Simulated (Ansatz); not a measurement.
# HPbNO4 (P2_1/m) in Ansatz: relaxation of cell and atoms with r2SCAN

Aim: the relaxation of cell and atoms of HPbNO4 with r2SCAN.

All numbers are computed with Ansatz 0.2.0; they aren't measurements. Logs are shortened: lines on timing, memory, paths and dates and some standing lists are left out, and cuts for length are marked.

**1. The structure**

The structure is monoclinic, space group P2_1/m (No. 11). The conventional cell has a = 6.859 Å, b = 4.229 Å, c = 8.026 Å, α = 90.00°, β = 114.99°, γ = 90.00°. H (site symmetry m) is surrounded by 1 O at 0.99 Å. Around Pb (site symmetry m) lie 5 O at 2.47 to 2.74 Å. N (site symmetry m) is surrounded by 3 O at 1.24 to 1.28 Å. Around O (site symmetry m) lie 1 H at 0.99 Å. O (site symmetry m) has 1 N at 1.24 Å as nearest neighbours. O (site symmetry m) is surrounded by 1 N at 1.27 Å. O (site symmetry m) has 1 N at 1.28 Å as nearest neighbours.

The cell was built by a generator and needn't be a form met in nature.

**2. Relaxation of cell and atoms, r2SCAN**

Contents of input.yaml:

```yaml
crystal:
  lattice:
    - [6.85877, 0.0, 0.0]
    - [0.0, 4.22865, 0.0]
    - [-3.39101, 0.0, 7.27459]
  atoms:
    - { symbol: H, position: [0.22549, 0.75, 0.5073] }
    - { symbol: H, position: [0.77451, 0.25, 0.4927] }
    - { symbol: Pb, position: [0.30229, 0.25, 0.28494] }
    - { symbol: Pb, position: [0.69771, 0.75, 0.71506] }
    - { symbol: "N", position: [0.21484, 0.75, 0.83567] }
    - { symbol: "N", position: [0.78516, 0.25, 0.16433] }
    - { symbol: O, position: [0.33078, 0.75, 0.45338] }
    - { symbol: O, position: [0.40909, 0.75, 0.86901] }
    - { symbol: O, position: [0.15508, 0.75, 0.96537] }
    - { symbol: O, position: [0.07083, 0.75, 0.66955] }
    - { symbol: O, position: [0.66922, 0.25, 0.54661] }
    - { symbol: O, position: [0.59091, 0.25, 0.13099] }
    - { symbol: O, position: [0.84492, 0.25, 0.03463] }
    - { symbol: O, position: [0.92917, 0.25, 0.33045] }
hamiltonian:
  xc: r2scan
  pseudopotentials: { kind: paw }
kpoints:
  mp_grid: { grid: [3, 5, 3] }
scf:
  occupations: { method: fermi_dirac, width: 0.05 }
output:
  forces: true
  stress: true
  eigenvalues: true
  write_density: true
  write_potential: true
  elf: true
  volumetric_format: npy
relax:
  f_tol: 0.01
  max_steps: 40
  cell: { stress_tol: 0.05 }
```

Potentials or basis: Ansatz PAW.

Launch:

```bash
$ ansatz run input.yaml --threads 8 --pin off --max-ram 20480MiB --backend cpu --events-out ev --progress --plain --runs-dir out
```

What it wrote:

```text
Warning: the atoms were moved onto the symmetric positions of the space group found under crystal.symmetry.tolerance 1.0e-5 (fractional; no operation is sought that the atoms, as they stand in a round, miss by more than twice it, and no atom is moved by as much as it), and the run uses the moved positions. Before a round's move an operation carried an atom to 6.88e-5 Å from where it should land, the largest such distance. Atom 6 (counting from 0) moved farthest, by 4.01e-5 Å; the longest move in fractions of the cell, of whichever atom, is 0.49 of the tolerance, in 1 round. To run the atoms as typed, lower crystal.symmetry.tolerance until the operations that they miss are no longer found, or set crystal.symmetry.detect: false (a key that needs symmetry detection or time reversal refuses this as the deck is read). The positions used, in the order of the run's atom list: position: [0.22549, 0.75, 0.5073]; position: [0.77451, 0.25, 0.49269999999999997]; position: [0.30229, 0.25, 0.28493999999999997]; position: [0.69771, 0.75, 0.7150599999999999]; position: [0.21484, 0.75, 0.83567]; position: [0.78516, 0.25, 0.16432999999999995]; position: [0.33078, 0.75, 0.4533849999999999]; position: [0.40909, 0.75, 0.86901]; position: [0.15508, 0.75, 0.96537]; position: [0.07083, 0.75, 0.66955]; position: [0.66922, 0.25, 0.546615]; position: [0.59091, 0.25, 0.13099]; position: [0.84492, 0.25, 0.03462999999999999]; position: [0.92917, 0.25, 0.33044999999999997];
Warning: RAYON_NUM_THREADS=8 ignored (pool sized by the plan → 8); use --threads N
Engine: ansatz 0.2.0, aarch64-unknown-linux-gnu
Pseudopotentials: kind: paw
Pseudopotential: H, paw, valence charge 1, recommended cutoff 500 eV (meta_gga), H.paw.azcp
Pseudopotential: Pb, paw, valence charge 14, recommended cutoff 500 eV (meta_gga), Pb.paw.azcp
Pseudopotential: N, paw, valence charge 5, recommended cutoff 500 eV (meta_gga), N.paw.azcp
Pseudopotential: O, paw, valence charge 6, recommended cutoff 500 eV (meta_gga), O.paw.azcp
Functional definition: r2SCAN
  parameter k0 = 0.174
  parameter k1 = 0.065
  parameter a1 = 4.9479
  exchange = r2scan_x(k0 = k0, k1 = k1, a1 = a1)
  correlation = r2scan_c
Crystal: 14 atoms, lattice volume = 210.987 Å³
Basis set: ecut = 500 eV, 5407 PW (Γ), exchange–correlation on 216×128×240 points (64 copies of the dense FFT grid, shifted against one another)
Bands: 58, of which v1, the nominal top of the filled ones, is band 44 counted from 1 (43 counted from 0)
Symmetry: 4 space group operations
Space group: P21/m (ITA 11), of the structure as read, at distance tolerance 6.0e-5 Å
k-points: 15 of 45
Non-local potential: H, projectors of the file, l = 0: 2, l = 1: 1
[... 193 lines left out ...]
  k-point 0: bands = ["-24.2530", "-24.2007", "-18.6314", "-18.5333", "-18.2543", "-18.1923", "-16.3692", "-16.1513", "-12.7534", "-12.7328", "-12.7267", "-12.7237", "-12.7118", "-12.7008", "-12.6994", "-12.6992", "-12.6452", "-12.4649", "-7.6661", "-7.0810", "-5.2448", "-5.2165", "-5.1555", "-5.0025", "-4.8417", "-4.6915", "-3.8492", "-3.1945", "-1.8820", "-0.8782", "-0.1915", "0.1626", "0.3406", "0.4263", "0.8590", "0.9192", "0.9560", "1.0210", "1.2129", "1.2576", "1.4783", "2.3477", "2.4212", "2.7945", "6.4940", "7.1898", "7.6815", "7.7523", "9.1582", "9.5608", "9.6442", "9.9221", "10.3753", "10.9013", "12.6064", "13.2852", "13.4084", "13.8358"]
  k-point 1: bands = ["-24.2499", "-24.2039", "-18.6271", "-18.5359", "-18.2417", "-18.2096", "-16.3651", "-16.1500", "-12.7535", "-12.7319", "-12.7273", "-12.7263", "-12.7105", "-12.6992", "-12.6982", "-12.6964", "-12.6479", "-12.4684", "-7.6510", "-7.1534", "-5.3749", "-5.2000", "-5.0192", "-4.9578", "-4.8363", "-4.6896", "-3.7058", "-3.2279", "-1.9717", "-0.9555", "-0.2327", "0.1056", "0.1087", "0.4954", "0.8140", "1.0037", "1.1004", "1.2112", "1.2190", "1.3458", "1.3918", "2.3291", "2.4805", "2.6797", "6.5396", "7.0919", "7.6644", "7.7437", "8.6653", "9.3119", "10.1545", "10.5580", "10.7110", "11.0313", "12.2350", "12.6013", "13.4416", "13.7615"]
  k-point 2: bands = ["-24.2457", "-24.2034", "-18.6196", "-18.5403", "-18.2467", "-18.1964", "-16.3421", "-16.1667", "-12.7442", "-12.7404", "-12.7298", "-12.7100", "-12.7067", "-12.7005", "-12.6860", "-12.6823", "-12.6208", "-12.4572", "-7.6121", "-7.1414", "-5.3031", "-5.1159", "-5.1132", "-5.0740", "-4.8198", "-4.7149", "-3.8529", "-3.1765", "-2.3114", "-1.1899", "-0.3868", "0.2578", "0.4085", "0.4582", "0.6292", "0.8939", "0.9576", "1.0385", "1.2564", "1.4455", "1.6819", "2.3789", "2.4244", "2.7061", "6.4594", "7.0401", "8.0956", "8.0980", "8.8217", "9.3250", "9.7454", "9.9607", "10.7482", "10.9567", "12.6222", "13.2863", "13.7672", "14.0689"]
  k-point 14: bands = ["-24.2274", "-24.2131", "-18.5933", "-18.5689", "-18.2247", "-18.2127", "-16.2796", "-16.2107", "-12.7341", "-12.7256", "-12.7208", "-12.7121", "-12.7030", "-12.6950", "-12.6584", "-12.6532", "-12.5452", "-12.4735", "-7.4058", "-7.2871", "-5.3838", "-5.3018", "-5.0107", "-4.9973", "-4.7772", "-4.7376", "-3.6677", "-3.5266", "-2.5446", "-2.2403", "0.1274", "0.1844", "0.3030", "0.4055", "0.6516", "0.8000", "0.9397", "1.0434", "1.3597", "1.4008", "2.1614", "2.2470", "2.5084", "2.6737", "6.5913", "6.7651", "7.9237", "8.3104", "8.8957", "9.4106", "9.6196", "10.0583", "11.7565", "11.9044", "12.3282", "12.6027", "13.4956", "13.8067"]
--- Relaxed structure (8 steps of the walk, 8 accepted, 2 SCFs on fresh bases) ---
  F+E_penalty+E_count = -29182.21986768 eV   max|allowed force component| = 7.562e-3 eV/Å   (the final SCF, on the basis selected at the relaxed cell)
  cell:  # Å, volume = 199.0745 Å³
    - [6.813764176876535, 2.6718132909888336e-17, -0.1057404044950855]
    - [1.6472579300574203e-17, 4.108025718362239, 3.402177296117815e-17]
    - [-3.4809099227071334, 4.5318427448858815e-17, 7.166078857529454]
  atoms:
    - { symbol: H, position: [0.22076250559036925, 0.7500000000000001, 0.5039744494726199] }
    - { symbol: H, position: [0.779237494409631, 0.25, 0.49602555052738007] }
    - { symbol: Pb, position: [0.29846805807078103, 0.25, 0.27944583179129034] }
    - { symbol: Pb, position: [0.7015319419292189, 0.7500000000000001, 0.7205541682087093] }
    - { symbol: N, position: [0.22007530754451804, 0.7500000000000001, 0.8370686415474395] }
    - { symbol: N, position: [0.779924692455482, 0.25, 0.16293135845256035] }
    - { symbol: O, position: [0.32841086092501026, 0.7500000000000001, 0.45476426417623306] }
    - { symbol: O, position: [0.41394327965592254, 0.7500000000000001, 0.8673647324332884] }
    - { symbol: O, position: [0.16975928161382403, 0.7500000000000001, 0.9714100357722721] }
    - { symbol: O, position: [0.06675057837420867, 0.7500000000000001, 0.670122814564824] }
    - { symbol: O, position: [0.67158913907499, 0.25, 0.5452357358237667] }
    - { symbol: O, position: [0.5860567203440776, 0.25, 0.13263526756671146] }
    - { symbol: O, position: [0.8302407183861762, 0.25, 0.02858996422772777] }
    - { symbol: O, position: [0.9332494216257916, 0.25, 0.32987718543517586] }
```

v_z.tsv:

```text
# z_ang	v_es[eV]	v_tot[eV]
# format = ansatz-planar-average/11
# xc	r2scan
# density_cutoff_ev	2000
# datasets	H=:simpson_from_first_knot:soft	Pb=:simpson_from_first_knot:soft:shift=0	N=:simpson_from_first_knot:soft:shift=0	O=:simpson_from_first_knot:soft:shift=0
# lattice	6.813764177	0.000000000	-0.105740404
# lattice	0.000000000	4.108025718	0.000000000
# lattice	-3.480909923	0.000000000	7.166078858
# sites	14
# site	1	-0.250066010	3.081019289	3.588177130
# site	1	3.582920264	1.027006430	3.472161323
# site	82	1.060965193	1.027006430	1.970970734
# site	82	2.271889061	3.081019289	5.089367719
# site	7	-1.414219294	3.081019289	5.975229042
# site	7	4.747073548	1.027006430	1.085109411
# site	8	0.654720720	3.081019289	3.224150281
# site	8	-0.198706614	3.081019289	6.171833541
# site	8	-2.224691121	3.081019289	6.943250504
# site	8	-1.877814455	3.081019289	4.795094700
# site	8	2.678133534	1.027006430	3.836188172
# site	8	3.531560868	1.027006430	0.888504912
# site	8	5.557545375	1.027006430	0.117087949
# site	8	5.210668709	1.027006430	2.265243753
0.000000	4.972395e0	-4.072474e0
0.132779	5.041107e0	-3.962543e0
0.265559	5.169688e0	-3.739209e0
0.398338	5.193452e0	-3.660674e0
0.531118	4.989693e0	-3.891267e0
0.663897	4.430823e0	-4.494980e0
[... 52 lines left out ...]
7.701211	5.169688e0	-3.739209e0
7.833990	5.041107e0	-3.962543e0
```

It took 48 s on 8 threads of Arm Neoverse V1, shared host; peak memory 1.4 GiB.

What came out:

```yaml
Free_energy: -29182.2199 eV
Relaxed_volume: 14.22 Å³/atom
Relaxed_cell: a = 6.815 Å, b = 4.108 Å, c = 7.967 Å, α = 90.00°, β = 116.80°, γ = 90.00°
Space_group_after_relaxing_to_0.05_Å: P2_1/m (No. 11)
Energy_gained_by_relaxing: 6.6 meV/atom
Ionic_steps: 10
Pressure_after_relaxing: 0.0 GPa
Largest_force_after_relaxing: 0.008 eV/Å
Band_gap_on_the_k_mesh: 3.51 eV, indirect (least direct gap 3.70 eV)
```

Forces on the atoms (eV/Å):
```
H    0.001  0.000  0.000
H   -0.001  0.000  0.000
Pb   0.002  0.000  0.000
Pb  -0.002  0.000  0.000
N    0.000  0.000  0.005
N    0.000  0.000 -0.005
O    0.002  0.000  0.002
O   -0.002  0.000 -0.001
O    0.003  0.000 -0.008
O   -0.001  0.000  0.004
O   -0.002  0.000 -0.002
O    0.002  0.000  0.001
O   -0.003  0.000  0.008
O    0.001  0.000 -0.004
```

The path:
| step | energy change (eV) | largest force (eV/Å) | volume (Å³) |
| --- | --- | --- | --- |
| 1 | 0.0000 | 0.6515 | 210.99 |
| 2 | -0.0193 | 0.4343 | 191.44 |
| 3 | -0.0910 | 0.1018 | 200.80 |
| 4 | -0.0954 | 0.0688 | 199.97 |
| 5 | -0.0975 | 0.0577 | 199.10 |
| 6 | -0.0981 | 0.0185 | 198.87 |
| 7 | -0.0982 | 0.0106 | 198.93 |
| 8 | -0.0925 | 0.0095 | 198.93 |
| 9 | -0.0924 | 0.0080 | 199.07 |
| 10 | -0.0925 | 0.0080 | 199.07 |

Final structure:
```
H Pb N O
1.0
     6.81376    0.00000   -0.10574
     0.00000    4.10803    0.00000
    -3.48091    0.00000    7.16608
H Pb N O
2 2 2 8
Direct
  0.22076 0.75000 0.50397
  0.77924 0.25000 0.49603
  0.29847 0.25000 0.27945
  0.70153 0.75000 0.72055
  0.22008 0.75000 0.83707
  0.77992 0.25000 0.16293
  0.32841 0.75000 0.45476
  0.41394 0.75000 0.86736
  0.16976 0.75000 0.97141
  0.06675 0.75000 0.67012
  0.67159 0.25000 0.54524
  0.58606 0.25000 0.13264
  0.83024 0.25000 0.02859
  0.93325 0.25000 0.32988
```

Levels at points of the mesh, in eV from the valence-band top:
| k point | band 41 | band 42 | band 43 | band 44 | band 45 | band 46 | band 47 | band 48 |
| --- | --- | --- | --- | --- | --- | --- | --- | --- |
| (0.00, 0.00, 0.00) | -1.39 | -0.52 | -0.44 | -0.07 | 3.63 | 4.32 | 4.82 | 4.89 |

Caveat: odd divisions of the mesh miss points on the zone boundary, where band edges often lie, so the gap on the mesh can be too wide; the plane-wave basis is chosen anew once the cell has moved, so the energies of steps on either side of that aren't comparable; spin-orbit coupling is left out, which as a rule narrows the gap of such compounds by several tenths of an eV; the PAW data sets come from PBE, with cores solved anew for the run's functional, which leaves a small shift of forces and pressure. A k mesh can miss the band edges.
